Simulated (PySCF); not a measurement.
# BGeH₆N: geometry, electronic excitations

What electronic excitations should BGeH₆N (`B[NH][GeH3]`) show?

Computed with PySCF 2.14.0, with density-fitted response routines of our own, on a single molecule in the gas phase. Atoms are numbered from 0 throughout.

## 1. The molecule as given

9 atoms, charge 0, multiplicity 1; geometry from: GFN2-xTB. The atoms were then displaced at random by about 0.01 Å, so the start is not that level's minimum.

Bonds of the start (Å): B0–N1 1.42, N1–Ge2 1.84, B0–H3 1.17, B0–H4 1.15, N1–H5 1.01, Ge2–H6 1.49, Ge2–H7 1.48, Ge2–H8 1.51.

## 2. Geometry optimisation at PBE0-D3(BJ)/def2-SVP

What the job is given:

```
{"job": {"xc": "PBE0", "basis": "def2-SVP", "d3": "d3bj", "grid": 1, "shake": 0.01, "kind": "geom"}, "charge": 0, "multiplicity": 1}
B      1.601500    -0.263660    -0.214420
N      0.428460     0.074370     0.504990
Ge    -1.341400     0.127700    -0.004630
H      1.497290    -0.523110    -1.351630
H      2.625090    -0.217240     0.298490
H      0.568120     0.328840     1.477380
H     -2.083130    -0.856920     0.836100
H     -1.387470    -0.202100    -1.448720
H     -1.850650     1.514970     0.295960
```

Command:

```bash
$ OMP_NUM_THREADS=1 python probes_run.py task.json out
```

This one command runs all jobs of the session in turn.

The log of the run:

```text
step   0  E = -2159.54601378  max force = 0.043502
step   1  E = -2159.55133172  max force = 0.010773
step   2  E = -2159.55180707  max force = 0.001919
step   3  E = -2159.55187590  max force = 0.001595
step   4  E = -2159.55192235  max force = 0.001448
step   5  E = -2159.55194748  max force = 0.000675
step   6  E = -2159.55195471  max force = 0.000353
optimisation converged
```

Wall time 17 s (1 thread of Arm Neoverse V1, shared host); peak memory 0.37 GiB.

Relaxation path:

| step | energy from step 0 (eV) | largest force component (eV/Å) |
| --- | --- | --- |
| 0 | 0.0000 | 2.2370 |
| 1 | -0.1447 | 0.5540 |
| 2 | -0.1576 | 0.0987 |
| 3 | -0.1595 | 0.0820 |
| 4 | -0.1608 | 0.0745 |
| 5 | -0.1615 | 0.0347 |
| 6 | -0.1617 | 0.0182 |

Close pairs (by a distance rule), those that changed most:

| bond | before (Å) | after (Å) | change (Å) |
| --- | --- | --- | --- |
| B0–H4 | 1.146 | 1.212 | +0.066 |
| Ge2–H7 | 1.482 | 1.532 | +0.050 |
| Ge2–H6 | 1.492 | 1.541 | +0.048 |
| B0–H3 | 1.171 | 1.212 | +0.041 |
| Ge2–H8 | 1.508 | 1.541 | +0.032 |
| B0–N1 | 1.417 | 1.397 | -0.020 |
| N1–Ge2 | 1.843 | 1.856 | +0.013 |
| N1–H5 | 1.015 | 1.016 | +0.001 |

The next job starts from the end point, and lists it.

| at the end point | value |
| --- | --- |
| point group (found at 0.08 Å tolerance) | C1 |
| rotational constants (GHz, main isotopes) | 32.188, 3.912, 3.648 |
| dipole moment (D) | 1.88 |

## 3. Ultraviolet spectrum: PBE0/aug-cc-pVTZ

What the job is given:

```
{"job": {"kind": "uv", "xc": "PBE0", "basis": "aug-cc-pVTZ"}, "charge": 0, "multiplicity": 1}
B      1.573099    -0.046674    -0.261428
N      0.454653     0.072447     0.566399
Ge    -1.323723     0.002152     0.040007
H      1.416673    -0.217966    -1.451204
H      2.682900     0.021768     0.219815
H      0.620818     0.214342     1.558511
H     -2.045476    -1.077226     0.869037
H     -1.323497    -0.343489    -1.452507
H     -1.990070     1.366844     0.298604
```

Level: TDDFT PBE0/aug-cc-pVTZ, vertical, gas phase, core orbitals frozen in the response.

The log of the run:

```text
coarse grid: 32552 points
cycle   1  E = -2159.8916658859  dE = -6.076e-01  |g| = 5.668e-01  |ddm| = 6.555e+00
cycle   2  E = -2159.8609219345  dE =  3.074e-02  |g| = 6.882e-01  |ddm| = 1.904e+00
cycle   3  E = -2159.9365896321  dE = -7.567e-02  |g| = 1.162e-01  |ddm| = 1.020e+00
cycle   4  E = -2159.9393563323  dE = -2.767e-03  |g| = 2.226e-02  |ddm| = 1.787e-01
cycle   5  E = -2159.9394480104  dE = -9.168e-05  |g| = 3.036e-03  |ddm| = 3.455e-02
cycle   6  E = -2159.9394505999  dE = -2.589e-06  |g| = 5.761e-04  |ddm| = 5.983e-03
final grid: 67472 points
cycle   7  E = -2159.9394202593  dE = -9.340e-08  |g| = 4.537e-04  |ddm| = 1.605e-02
cycle   8  E = -2159.9394202728  dE = -1.350e-08  |g| = 4.226e-04  |ddm| = 1.583e-03
cycle   9  E = -2159.9394203076  dE = -3.483e-08  |g| = 4.364e-05  |ddm| = 6.723e-04
cycle  10  E = -2159.9394203078  dE = -2.256e-10  |g| = 8.206e-06  |ddm| = 8.641e-05
converged SCF energy = -2159.9394203078

Static polarisability (au): isotropic 56.598, principal 47.971 53.017 68.805

Singlet excitations
state   eV       nm        f      main configurations
  1   6.7501    183.7   0.00093   H-1->L+1 0.78, H->L 0.13
  2   6.8026    182.3   0.00326   H->L 0.74, H-1->L+1 0.16
  3   7.2818    170.3   0.02708   H->L+2 0.85, H->L 0.10
  4   7.3128    169.5   0.15346   H->L+1 0.69, H-1->L 0.27
  5   7.3654    168.3   0.06348   H-1->L 0.67, H->L+1 0.27
  6   7.8204    158.5   0.06836   H-1->L+2 0.90
  7   7.8739    157.5   0.00471   H->L+3 0.64, H->L+4 0.19
  8   7.9484    156.0   0.00750   H->L+4 0.60, H->L+5 0.15
  9   8.2355    150.5   0.08056   H->L+7 0.79
 10   8.2419    150.4   0.02477   H->L+5 0.52, H->L+3 0.20

Triplet excitations (Tamm-Dancoff, eV): 5.7726 6.1019 6.5198 7.0051
```

Wall time 28 s (1 thread of Arm Neoverse V1, shared host); peak memory 0.96 GiB.

The orbitals next to the gap, with their largest atomic shares:

| orbital | eV | atoms |
| --- | --- | --- |
| HOMO−3 | -10.29 | Ge2 28 %, H8 22 %, N1 19 % |
| HOMO−2 | -9.83 | H7 35 %, Ge2 33 %, H6 13 % |
| HOMO−1 | -8.64 | B0 38 %, H4 20 %, H3 17 % |
| HOMO | -8.34 | N1 45 %, Ge2 15 %, B0 15 % |
| LUMO | -0.26 | Ge2 26 %, H5 21 %, H6 11 % |
| LUMO+1 | -0.14 | B0 53 %, N1 17 %, H4 10 % |
| LUMO+2 | -0.05 | Ge2 37 %, H6 18 %, H8 18 % |

With each of the 10 states as a Gaussian band of 0.4 eV half-width at 1/e, the curve within the window shown has maxima at 168 nm (ε 11,000) L/(mol cm). Beyond the last state computed it falls off for lack of states. The curve at chosen wavelengths:

(nm, ε (L/mol/cm)): (145, 2539), (147, 3800), (149, 4935), (152, 5972), (154, 6245), (156, 6409), (158, 6706), (161, 7735), (163, 8767), (165, 9800), (167, 10492), (170, 10318), (172, 9325), (174, 7836), (176, 6142), (179, 3781), (181, 2553), (183, 1647), (185, 1025), (188, 483), (190, 289), (192, 173), (194, 104), (197, 48), (199, 29), (201, 17)

Ground-state properties from the same run:

| property | computed |
| --- | --- |
| dipole moment (D) | 1.73 |
| polarisability (Å³) | 8.39 |
| HOMO–LUMO gap (eV) | 8.08 |
| −ε(HOMO) (eV) | 8.34 |

## 4. Excited states and response: PBE0/def2-TZVPD

Same as in step 3 but for these lines:

```diff
@@ -1,2 +1,2 @@
-{"job": {"kind": "uv", "xc": "PBE0", "basis": "aug-cc-pVTZ"}, "charge": 0, "multiplicity": 1}
+{"job": {"kind": "uv", "xc": "PBE0", "basis": "def2-TZVPD"}, "charge": 0, "multiplicity": 1}
 B      1.573099    -0.046674    -0.261428
```

With the program's defaults for keys left out, this is: TDDFT PBE0/def2-TZVPD, vertical, gas phase, core orbitals frozen in the response.

The log of the run:

```text
coarse grid: 32552 points
cycle   1  E = -2159.8457189498  dE = -6.062e-01  |g| = 7.122e-01  |ddm| = 2.527e+00
cycle   2  E = -2159.8046445146  dE =  4.107e-02  |g| = 8.991e-01  |ddm| = 1.103e+00
cycle   3  E = -2159.8993432334  dE = -9.470e-02  |g| = 1.050e-01  |ddm| = 6.096e-01
cycle   4  E = -2159.9016121638  dE = -2.269e-03  |g| = 2.872e-02  |ddm| = 6.840e-02
cycle   5  E = -2159.9017596503  dE = -1.475e-04  |g| = 3.936e-03  |ddm| = 1.950e-02
cycle   6  E = -2159.9017632430  dE = -3.593e-06  |g| = 9.697e-04  |ddm| = 4.153e-03
final grid: 67472 points
cycle   7  E = -2159.9017590844  dE = -7.469e-08  |g| = 8.982e-04  |ddm| = 5.844e-03
cycle   8  E = -2159.9017590877  dE = -3.315e-09  |g| = 9.133e-04  |ddm| = 1.502e-03
cycle   9  E = -2159.9017593077  dE = -2.201e-07  |g| = 1.607e-04  |ddm| = 7.112e-04
cycle  10  E = -2159.9017593131  dE = -5.383e-09  |g| = 8.708e-06  |ddm| = 8.250e-05
cycle  11  E = -2159.9017593131  dE = -2.638e-11  |g| = 1.885e-06  |ddm| = 1.153e-05
converged SCF energy = -2159.9017593131

Static polarisability (au): isotropic 56.203, principal 47.567 52.647 68.393

Singlet excitations
state   eV       nm        f      main configurations
  1   6.7885    182.6   0.00023   H-1->L+1 0.78, H-1->L 0.17
  2   6.9165    179.3   0.00522   H->L 0.78, H->L+1 0.14
  3   7.4175    167.2   0.20104   H->L+1 0.67, H-1->L 0.14, H->L 0.12
  4   7.5050    165.2   0.03464   H-1->L 0.67, H->L+1 0.14, H-1->L+1 0.14
  5   7.5419    164.4   0.02645   H->L+2 0.94
  6   8.0969    153.1   0.09082   H-1->L+2 0.79, H->L+3 0.12
  7   8.1026    153.0   0.00530   H->L+3 0.66, H-1->L+2 0.14, H->L+4 0.10
  8   8.3034    149.3   0.03265   H->L+4 0.67, H->L+6 0.22
  9   8.4104    147.4   0.07347   H->L+5 0.81
 10   8.5119    145.7   0.04767   H-2->L 0.61, H-2->L+1 0.11, H->L+5 0.10

Triplet excitations (Tamm-Dancoff, eV): 5.7871 6.1256 6.6054 7.1794
```

Run time: 14 s. Hardware: 1 thread of Arm Neoverse V1, shared host; peak memory 0.84 GiB.

This run: HOMO -8.34 eV, LUMO -0.04 eV; lowest singlet 6.79 eV.

## 5. Run by run: electronic excitations

Excitations and ground-state properties, with basis size and wall time:

| run | lowest singlet (eV) | brightest (eV) | f | gap (eV) | α (Å³) | μ (D) | functions | time |
| --- | --- | --- | --- | --- | --- | --- | --- | --- |
| PBE0/aug-cc-pVTZ | 6.75 | 7.31 | 0.153 | 8.08 | 8.39 | 1.73 | 289 | 28 s |
| PBE0/def2-TZVPD | 6.79 | 7.42 | 0.201 | 8.30 | 8.33 | 1.73 | 182 | 14 s |

## 6. Results

| quantity | value |
| --- | --- |
| point group | C1 |
| rotational constants (main isotopes) | 32.19, 3.91, 3.65 GHz |
| lowest singlet (PBE0/aug-cc-pVTZ) | 6.75 eV (184 nm), f = 0.001 |
| brightest single state of those computed | state 4, 7.31 eV, f = 0.153 |
| lowest triplet | 5.77 eV |
| range of the lowest singlet | 6.75 to 6.79 eV |

What this shows: The optimisation took 6 steps and gained 0.162 eV; among the close pairs (by a distance rule), B0–H4 changed most, from 1.146 to 1.212 Å. No frequency check was run at this level, so the end point may be a saddle. The lowest singlet, at 6.75 eV, is HOMO−1→LUMO+1 0.78, HOMO→LUMO 0.13 and is dark; of the 10 states computed, the strongest absorption comes from state 4 at 7.31 eV. The lowest triplet lies 0.98 eV below the lowest singlet (triplets in Tamm-Dancoff, singlets in full TDDFT). The lowest singlet runs from 6.75 eV (PBE0/aug-cc-pVTZ) to 6.79 eV (PBE0/def2-TZVPD), while the orbital gap spans 8.08 to 8.30 eV. The lowest state need not be the same one in every run.
